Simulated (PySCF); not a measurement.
# Ce(OH)4: other functionals and bases at one geometry

How far do other levels of theory move the description of Ce(OH)4, and what does each cost? It is a constructed species; whether it can be made isn't addressed.

Computed with PySCF 2.14.0. Level: several levels, as the steps say, no spin–orbit coupling.

2 further runs of the same task are left out: 2 for a known fault of the program.

### 1 Starting geometry

9 atoms, charge 0, spin multiplicity 1.

Bond lengths: Ce1–O2 2.084 Å, Ce1–O4 2.084 Å, Ce1–O6 2.084 Å, Ce1–O8 2.084 Å, O2–H3 0.960 Å, O4–H5 0.960 Å, O6–H7 0.960 Å, O8–H9 0.960 Å. Angles: O2–Ce1–O4 109.6°, O2–Ce1–O6 109.4°, O2–Ce1–O8 109.4°, O4–Ce1–O6 109.4°, O4–Ce1–O8 109.4°, O6–Ce1–O8 109.6°, Ce1–O2–H3 179.4°, Ce1–O4–H5 179.4°, Ce1–O6–H7 179.4°, Ce1–O8–H9 179.4°.

Coordinates:

```xyz
9

Ce    0.0000    0.0000    0.0000
O     1.3166    1.0795    1.2012
H     1.9193    1.5854    1.7516
O    -1.3166   -1.0795    1.2012
H    -1.9193   -1.5854    1.7516
O     1.0795   -1.3166   -1.2012
H     1.5854   -1.9193   -1.7516
O    -1.0795    1.3166   -1.2012
H    -1.5854    1.9193   -1.7516
```

Formal oxidation states: Ce +4. The 4f shell is empty and lies in the core potential. An earlier session relaxed this geometry at B3LYP, Ce lcecp-2-SVP with ECP46, O def2-SVP, H def2-SVP (singlet, point group Td).

At B3LYP on the finer grid: E = -341.881479 Eh, frontier levels not given, since the 4f levels lie in the core, Mulliken charge on Ce1 +1.41 e, largest force component 0.005 eV/Å. The large-core potential holds the 4f shell empty.

Levels to run: revPBE; PBE0; M06-L; PBE; B3LYP, TZVP; B3LYP, x2c-SVP. Hardware: 2 threads of Arm Neoverse V1, shared host.

### 2 revPBE

File run.py (the lines that set the calculation):

```python
mol = gto.M(atom='''
Ce     0.00000     0.00000     0.00000
O      1.31659     1.07951     1.20123
H      1.91927     1.58544     1.75157
O     -1.31659    -1.07951     1.20123
H     -1.91927    -1.58544     1.75157
O      1.07951    -1.31659    -1.20123
H      1.58544    -1.91927    -1.75157
O     -1.07951     1.31659    -1.20123
H     -1.58544     1.91927    -1.75157''',
    basis={'Ce': 'lcecp-2-SVP', 'O': 'def2-SVP', 'H': 'def2-SVP'},
    ecp={'Ce': 'lcecp-2-SVP'},
    charge=0, spin=0)
mf = dft.RKS(mol, xc='PBE_R,PBE')
mf.grids.atom_grid = (75, 302)  # f atoms: unpruned, at least (60, 302)
mf = mf.density_fit()  # fitting sets: Ce AutoAux, O def2-universal-JKFIT, H def2-universal-JKFIT
mf.conv_tol = 1e-08; mf.max_cycle = 55
mf.kernel(dm0)  # dm0: the density of the relaxed state
```

On the command line:

```
> OMP_NUM_THREADS=2 python run.py
```

Output:

```text
init E= -341.815988528125
cycle= 1 E= -341.811182654532  delta_E= 0.00481  |g|= 0.185  |ddm|= 0.253
cycle= 2 E= -341.778412780567  delta_E= 0.0328  |g|= 0.435  |ddm|= 0.45
cycle= 3 E= -341.818880376233  delta_E= -0.0405  |g|= 0.0161  |ddm|= 0.299
cycle= 4 E= -341.818970870091  delta_E= -9.05e-05  |g|= 0.00318  |ddm|= 0.0251
cycle= 5 E= -341.818973185936  delta_E= -2.32e-06  |g|= 0.000312  |ddm|= 0.00289
cycle= 6 E= -341.818973217821  delta_E= -3.19e-08  |g|= 3.84e-05  |ddm|= 0.000398
cycle= 7 E= -341.818973218138  delta_E= -3.17e-10  |g|= 5.06e-06  |ddm|= 2.66e-05
Extra cycle  E= -341.818973218109  delta_E= 2.91e-11  |g|= 1.26e-05  |ddm|= 1.3e-05
converged SCF energy = -341.818973218109
```

Wall time 7.1 s (2 threads of Arm Neoverse V1, shared host).

Read off: E = -341.818973 Eh, frontier levels not given, since the 4f levels lie in the core, Mulliken charge on Ce1 +1.26 e, largest force component 0.257 eV/Å. The large-core potential holds the 4f shell empty.

### 3 PBE0

run.py (the lines that set the calculation): that of step 2 with these lines changed.

```diff
@@ -13,3 +13,3 @@
     charge=0, spin=0)
-mf = dft.RKS(mol, xc='PBE_R,PBE')
+mf = dft.RKS(mol, xc='PBE0')
 mf.grids.atom_grid = (75, 302)  # f atoms: unpruned, at least (60, 302)
```

On the command line:

```
> OMP_NUM_THREADS=2 python run.py
```

Output:

```text
init E= -341.539577996033
cycle= 1 E= -341.54055528669  delta_E= -0.000977  |g|= 0.0453  |ddm|= 0.116
cycle= 2 E= -341.539813938877  delta_E= 0.000741  |g|= 0.0771  |ddm|= 0.08
cycle= 3 E= -341.540956289825  delta_E= -0.00114  |g|= 0.0019  |ddm|= 0.0493
cycle= 4 E= -341.540957178597  delta_E= -8.89e-07  |g|= 0.000629  |ddm|= 0.00264
cycle= 5 E= -341.540957276798  delta_E= -9.82e-08  |g|= 2.72e-05  |ddm|= 0.000587
cycle= 6 E= -341.540957276985  delta_E= -1.87e-10  |g|= 3.02e-06  |ddm|= 3.15e-05
Extra cycle  E= -341.540957276984  delta_E= 6.82e-13  |g|= 4.05e-06  |ddm|= 6.63e-06
converged SCF energy = -341.540957276984
```

Run time: 6.4 s. Hardware: 2 threads of Arm Neoverse V1, shared host.

Result: E = -341.540957 Eh, frontier levels not given, since the 4f levels lie in the core, Mulliken charge on Ce1 +1.50 e, largest force component 0.117 eV/Å. The large-core potential holds the 4f shell empty.

### 4 M06-L

run.py (the lines that set the calculation): that of step 3 with these lines changed.

```diff
@@ -13,3 +13,3 @@
     charge=0, spin=0)
-mf = dft.RKS(mol, xc='PBE0')
+mf = dft.RKS(mol, xc='M06L')
 mf.grids.atom_grid = (75, 302)  # f atoms: unpruned, at least (60, 302)
```

On the command line:

```
> OMP_NUM_THREADS=2 python run.py
```

Output:

```text
init E= -341.81868861967
cycle= 1 E= -341.826462930293  delta_E= -0.00777  |g|= 0.0135  |ddm|= 0.272
cycle= 2 E= -341.826439062664  delta_E= 2.39e-05  |g|= 0.0206  |ddm|= 0.0313
cycle= 3 E= -341.826515793374  delta_E= -7.67e-05  |g|= 0.00335  |ddm|= 0.015
cycle= 4 E= -341.826517932362  delta_E= -2.14e-06  |g|= 0.00167  |ddm|= 0.00465
cycle= 5 E= -341.826518733417  delta_E= -8.01e-07  |g|= 0.000108  |ddm|= 0.00182
cycle= 6 E= -341.826518736096  delta_E= -2.68e-09  |g|= 2.44e-05  |ddm|= 0.000142
Extra cycle  E= -341.826518735675  delta_E= 4.22e-10  |g|= 5.02e-05  |ddm|= 6.21e-05
converged SCF energy = -341.826518735675
```

Wall time 9.1 s (2 threads of Arm Neoverse V1, shared host).

Read off: E = -341.826519 Eh, frontier levels not given, since the 4f levels lie in the core, Mulliken charge on Ce1 +1.61 e, largest force component 0.130 eV/Å. The large-core potential holds the 4f shell empty.

### 5 PBE

run.py (the lines that set the calculation): that of step 4 with these lines changed.

```diff
@@ -13,3 +13,3 @@
     charge=0, spin=0)
-mf = dft.RKS(mol, xc='M06L')
+mf = dft.RKS(mol, xc='PBE')
 mf.grids.atom_grid = (75, 302)  # f atoms: unpruned, at least (60, 302)
```

On the command line:

```
> OMP_NUM_THREADS=2 python run.py
```

Output:

```text
init E= -341.576731428457
cycle= 1 E= -341.571593151637  delta_E= 0.00514  |g|= 0.19  |ddm|= 0.265
cycle= 2 E= -341.536215420339  delta_E= 0.0354  |g|= 0.452  |ddm|= 0.467
cycle= 3 E= -341.579787696979  delta_E= -0.0436  |g|= 0.0197  |ddm|= 0.309
cycle= 4 E= -341.579922664535  delta_E= -0.000135  |g|= 0.00302  |ddm|= 0.029
cycle= 5 E= -341.579924549877  delta_E= -1.89e-06  |g|= 0.000357  |ddm|= 0.00262
cycle= 6 E= -341.57992459096  delta_E= -4.11e-08  |g|= 5.05e-05  |ddm|= 0.000441
cycle= 7 E= -341.579924591513  delta_E= -5.53e-10  |g|= 4.88e-06  |ddm|= 3.43e-05
Extra cycle  E= -341.579924591485  delta_E= 2.83e-11  |g|= 1.22e-05  |ddm|= 1.25e-05
converged SCF energy = -341.579924591485
```

Wall time 7 s (2 threads of Arm Neoverse V1, shared host).

Result: E = -341.579925 Eh, frontier levels not given, since the 4f levels lie in the core, Mulliken charge on Ce1 +1.22 e, largest force component 0.255 eV/Å. The large-core potential holds the 4f shell empty.

### 6 B3LYP, TZVP

Basis: Ce lcecp-2-TZVP with ECP46, O def2-TZVP, H def2-TZVP. 

run.py (the lines that set the calculation): that of step 5 with these lines changed.

```diff
@@ -10,6 +10,6 @@
 H     -1.58544     1.91927    -1.75157''',
-    basis={'Ce': 'lcecp-2-SVP', 'O': 'def2-SVP', 'H': 'def2-SVP'},
-    ecp={'Ce': 'lcecp-2-SVP'},
+    basis={'Ce': 'lcecp-2-TZVP', 'O': 'def2-TZVP', 'H': 'def2-TZVP'},
+    ecp={'Ce': 'lcecp-2-TZVP'},
     charge=0, spin=0)
-mf = dft.RKS(mol, xc='PBE')
+mf = dft.RKS(mol, xc='B3LYP')
 mf.grids.atom_grid = (75, 302)  # f atoms: unpruned, at least (60, 302)
@@ -17,2 +17,2 @@
 mf.conv_tol = 1e-08; mf.max_cycle = 55
-mf.kernel(dm0)  # dm0: the density of the relaxed state
+mf.kernel(dm0)  # dm0: free metal ions and neutral atoms
```

On the command line:

```
> OMP_NUM_THREADS=2 python run.py
```

Output:

```text
init E= -350.705248575549
cycle= 1 E= -342.071871309652  delta_E= 8.63  |g|= 1.22  |ddm|= 2.59
cycle= 2 E= -341.881683653659  delta_E= 0.19  |g|= 1.45  |ddm|= 1.23
cycle= 3 E= -342.241049032378  delta_E= -0.359  |g|= 0.379  |ddm|= 0.987
cycle= 4 E= -342.264593247879  delta_E= -0.0235  |g|= 0.0768  |ddm|= 0.234
cycle= 5 E= -342.266084580129  delta_E= -0.00149  |g|= 0.0115  |ddm|= 0.103
cycle= 6 E= -342.26611837278  delta_E= -3.38e-05  |g|= 0.000819  |ddm|= 0.0188
cycle= 7 E= -342.266118557363  delta_E= -1.85e-07  |g|= 0.000119  |ddm|= 0.00169
cycle= 8 E= -342.266118561315  delta_E= -3.95e-09  |g|= 2.16e-05  |ddm|= 0.000168
Extra cycle  E= -342.266118561093  delta_E= 2.22e-10  |g|= 4.12e-05  |ddm|= 3.77e-05
converged SCF energy = -342.266118561093
```

Run time: 16 s. Hardware: 2 threads of Arm Neoverse V1, shared host.

Result: E = -342.266119 Eh, frontier levels not given, since the 4f levels lie in the core, Mulliken charge on Ce1 +1.94 e, largest force component 0.356 eV/Å. The large-core potential holds the 4f shell empty.

### 7 B3LYP, x2c-SVP

Basis: Ce x2c-SVPall, O x2c-SVPall, H x2c-SVPall. All electrons are treated, with the spin-free X2C Hamiltonian.

File run.py (the lines that set the calculation):

```python
mol = gto.M(atom='''
Ce     0.00000     0.00000     0.00000
O      1.31659     1.07951     1.20123
H      1.91927     1.58544     1.75157
O     -1.31659    -1.07951     1.20123
H     -1.91927    -1.58544     1.75157
O      1.07951    -1.31659    -1.20123
H      1.58544    -1.91927    -1.75157
O     -1.07951     1.31659    -1.20123
H     -1.58544     1.91927    -1.75157''',
    basis={'Ce': 'x2c-SVPall', 'O': 'x2c-SVPall', 'H': 'x2c-SVPall'},
    nucmod='G',
    charge=0, spin=0)
mf = dft.RKS(mol, xc='B3LYP')
mf.grids.atom_grid = (99, 590)  # f atoms: unpruned, at least (60, 302)
mf = mf.density_fit()  # fitting sets: Ce AutoAux, O AutoAux, H AutoAux
mf = mf.sfx2c1e()
mf.conv_tol = 1e-08; mf.max_cycle = 55
mf.kernel(dm0)  # dm0: free metal ions and neutral atoms
```

On the command line:

```
> OMP_NUM_THREADS=2 python run.py
```

Output:

```text
init E= -9171.89969382346
  HOMO = -0.28555670678584  LUMO = -0.0698403504208817  gap/eV = 5.86994
cycle= 1 E= -9162.93079016555  delta_E= 8.97  |g|= 0.984  |ddm|= 3.11
  HOMO = -0.341699837074448  LUMO = -0.302297610891657  gap/eV = 1.07219
cycle= 2 E= -9161.04859986361  delta_E= 1.88  |g|= 4.29  |ddm|= 2.41
  HOMO = -0.331281117546632  LUMO = -0.0891974946515423  gap/eV = 6.58743
cycle= 3 E= -9162.9001074565  delta_E= -1.85  |g|= 0.939  |ddm|= 1.98
  HOMO = -0.274944200974911  LUMO = -0.160436168266685  gap/eV = 3.11592
cycle= 4 E= -9162.94680077294  delta_E= -0.0467  |g|= 0.927  |ddm|= 1.01
  HOMO = -0.295608244339657  LUMO = -0.127002354388113  gap/eV = 4.58800
cycle= 5 E= -9163.08793712382  delta_E= -0.141  |g|= 0.0963  |ddm|= 0.429
  HOMO = -0.292867385628286  LUMO = -0.111740005196223  gap/eV = 4.92873
cycle= 6 E= -9163.089716598  delta_E= -0.00178  |g|= 0.0236  |ddm|= 0.0819
  HOMO = -0.294811518433459  LUMO = -0.116193160972532  gap/eV = 4.86045
cycle= 7 E= -9163.08984094543  delta_E= -0.000124  |g|= 0.000658  |ddm|= 0.0203
  HOMO = -0.294799247106767  LUMO = -0.116074619397882  gap/eV = 4.86334
cycle= 8 E= -9163.08984092123  delta_E= 2.42e-08  |g|= 0.000921  |ddm|= 0.00119
  HOMO = -0.29481162850322  LUMO = -0.116189161674956  gap/eV = 4.86056
cycle= 9 E= -9163.0898410881  delta_E= -1.67e-07  |g|= 0.000138  |ddm|= 0.000548
  HOMO = -0.294809871809227  LUMO = -0.116205281048903  gap/eV = 4.86008
cycle= 10 E= -9163.08984109177  delta_E= -3.67e-09  |g|= 6.73e-06  |ddm|= 9.14e-05
  HOMO = -0.294809484630637  LUMO = -0.116208475730298  gap/eV = 4.85998
Extra cycle  E= -9163.08984109166  delta_E= 1.13e-10  |g|= 2.56e-05  |ddm|= 2.02e-05
converged SCF energy = -9163.08984109166
```

It took 45 s on 2 threads of Arm Neoverse V1, shared host.

Result: E = -9163.089841 Eh, HOMO -8.02 eV, LUMO -3.16 eV, Mulliken charge on Ce1 +0.90 e, largest force component 0.090 eV/Å. 

### 8 All levels side by side

| level | state | charge on Ce1 (e) | dipole (D) | largest force (eV/Å) | basis functions | time |
| --- | --- | --- | --- | --- | --- | --- |
| B3LYP (relaxed here) | singlet | 1.41 | 0.00 | 0.01 | 106 | 15 s |
| revPBE | singlet | 1.26 | 0.00 | 0.26 | 106 | 7.1 s |
| PBE0 | singlet | 1.50 | 0.00 | 0.12 | 106 | 6.4 s |
| M06-L | singlet | 1.61 | 0.00 | 0.13 | 106 | 9.1 s |
| PBE | singlet | 1.22 | 0.00 | 0.25 | 106 | 7 s |
| B3LYP, TZVP | singlet | 1.94 | 0.00 | 0.36 | 195 | 16 s |
| B3LYP, x2c-SVP | singlet | 0.90 | 0.00 | 0.09 | 161 | 45 s |

Times are on 2 threads of Arm Neoverse V1, shared host; the first row also made further properties.

The largest leftover force, 0.36 eV/Å with B3LYP, TZVP, stands at a geometry relaxed at another level. The Mulliken charge on Ce spans +0.90 to +1.94 e over the levels. With 4f in the core, its levels are missing from HOMO and gap. Total energies of different levels can't be compared. Spin–orbit coupling is left out throughout.
